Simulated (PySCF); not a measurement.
# C4H3F3: the cost of one run

Programs: PySCF 2.14.0, with density-fitted response routines of our own. Each step states its level of theory. These are calculated values for one molecule in the gas phase, unless marked as measured. Atoms are numbered from 0 throughout.

## (1) The starting structure

10 atoms, charge 0, multiplicity 1; geometry from: GFN2-xTB. The atoms were then displaced at random by about 0.01 Å, so the start is not that level's minimum.

Bonds of the start (Å): C0–C1 1.20, C1–C2 1.46, C2–F3 1.37, C2–C4 1.52, C4–F5 1.34, C4–F6 1.36, C0–H7 1.07, C2–H8 1.12, C4–H9 1.08.

## (2) Optimising the geometry at PBE0-D3(BJ)/def2-SVP

The job: settings as JSON, then the geometry in Å.

```
{"job": {"xc": "PBE0", "basis": "def2-SVP", "d3": "d3bj", "grid": 1, "shake": 0.01, "kind": "geom"}, "charge": 0, "multiplicity": 1}
C      2.110900     0.931580    -0.132280
C      1.162100     0.191740    -0.133160
C      0.022550    -0.722960    -0.173060
F      0.147080    -1.536540    -1.274090
C     -1.284740     0.054330    -0.256400
F     -2.333790    -0.743950     0.010420
F     -1.298320     1.030480     0.692390
H      2.919230     1.625370    -0.121550
H      0.036800    -1.367710     0.739690
H     -1.431380     0.516730    -1.225870
```

The run is started by

```sh
OMP_NUM_THREADS=1 python probes_run.py task.json out
```

One launch serves the whole session: the jobs run in the order shown.

**Question.** How long does this first job take on 1 thread of Arm Neoverse V1, shared host, and how much memory does it need?

About 39 s, with a peak of 0.46 GiB.
